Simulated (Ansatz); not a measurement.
# BH2Br + PH3: a complex and its separated parts

Aim: how far the complex at one end of a reaction step lies below its separated, relaxed parts, level by level.

Method: PBE0-D4/def2-TZVP structures, single points in def2-TZVPP, no counterpoise correction; program: Ansatz 0.2.0, Gaussian basis.

Levels: SPW92, PBE-D4, BLYP-D4, r2SCAN-D4, B97M-V, PBE0-D4, B3LYP-D4, r2SCAN0-D4, BHLYP-D4, CAM-B3LYP-D4, wB97X-V, wB97M-V, B2PLYP, PBE-QIDH, RPA on PBE, Hartree-Fock, MP2, CCSD, CCSD(T).

Correlated methods freeze the cores. Filled d shells of the heavier atoms are correlated. B3LYP uses VWN-RPA correlation. B2PLYP carries no dispersion term here.

21 further runs of the same task are left out: 21 set aside as unsound or not needed.

### Step 1. Where the work starts

The complex: 8 atoms, charge 0, spin multiplicity 1.

Atoms are counted from 1 here; the program's logs count them from 0.

Bond lengths: B1–Br2 2.026 Å, B1–H3 1.201 Å, B1–H4 1.201 Å, B1–P6 1.932 Å, H5–P6 1.404 Å, P6–H7 1.412 Å, P6–H8 1.404 Å. Angles: Br2–B1–H3 112.6°, Br2–B1–H4 112.6°, Br2–B1–P6 100.4°, H3–B1–H4 116.3°, H3–B1–P6 106.6°, H4–B1–P6 106.6°, B1–P6–H5 115.2°, B1–P6–H7 119.2°, B1–P6–H8 115.2°, H5–P6–H7 101.5°, H5–P6–H8 101.6°, H7–P6–H8 101.5°.

As a file:

```
B    -0.5870   -0.1598   -0.8895
Br    0.6294   -1.6221   -1.5860
H    -1.6747   -0.5691   -0.5864
H    -0.5610    0.8272   -1.5733
H     1.6439    0.7155    0.6181
P     0.3145    0.2857    0.7600
H    -0.2210    1.2967    1.5867
H     0.4558   -0.7742    1.6704
```

Its parts: BH2Br holds atoms 1, 2, 3, 4; PH3 holds atoms 5, 6, 7, 8. Each part counts its atoms afresh in its own runs.

### Step 2. Relaxing BH2Br alone

Input file relax-a/in.yaml:

```yaml
crystal:
  periodic: [false, false, false]
  atoms:
    - {symbol: B, position_ang: [-0.587039, -0.159796, -0.889452]}
    - {symbol: Br, position_ang: [0.629380, -1.622052, -1.585994]}
    - {symbol: H, position_ang: [-1.674708, -0.569124, -0.586449]}
    - {symbol: H, position_ang: [-0.560983, 0.827213, -1.573258]}
basis:
  gaussian: {orbitals: def2-TZVP}
hamiltonian: {xc: pbe0, dispersion: d4}
relax: {f_tol: 0.005, max_steps: 200}
```

No record of the launch command was kept for these runs.

Further steps of the session: Relaxing PH3 alone; wB97M-V/def2-TZVPP; CCSD(T)/def2-TZVPP; Vibrations of BH2Br; Vibrations of PH3.

What does the calculation give? Wanted: complex less parts, CCSD(T)/def2-TZVPP; with zero-point energy; largest T1 diagnostic.

**Answer**, as computed:

| quantity | value |
| --- | --- |
| complex less parts, CCSD(T)/def2-TZVPP | -17.3 kcal/mol |
| with zero-point energy | -13.8 kcal/mol |
| largest T1 diagnostic | 0.014 |

**Reading.** At CCSD(T) the complex lies 17.3 kcal/mol below its parts. The functionals run from BLYP-D4, off by -0.1 kcal/mol, to SPW92, off by -13.2 kcal/mol, against CCSD(T). By rung, the mean size of the error is: LDA 13.2, GGA 3.0, meta-GGA 2.5, hybrid 3.5, range-separated hybrid 2.0, double hybrid 2.9 kcal/mol. PBE-D4 gives a relative energy 5.9 kcal/mol too low, outside chemical accuracy (1 kcal/mol). No counterpoise was applied, and triple zeta lacks some correlation, so the CCSD(T) reference has a basis error of its own, and close matches with it are partly luck.
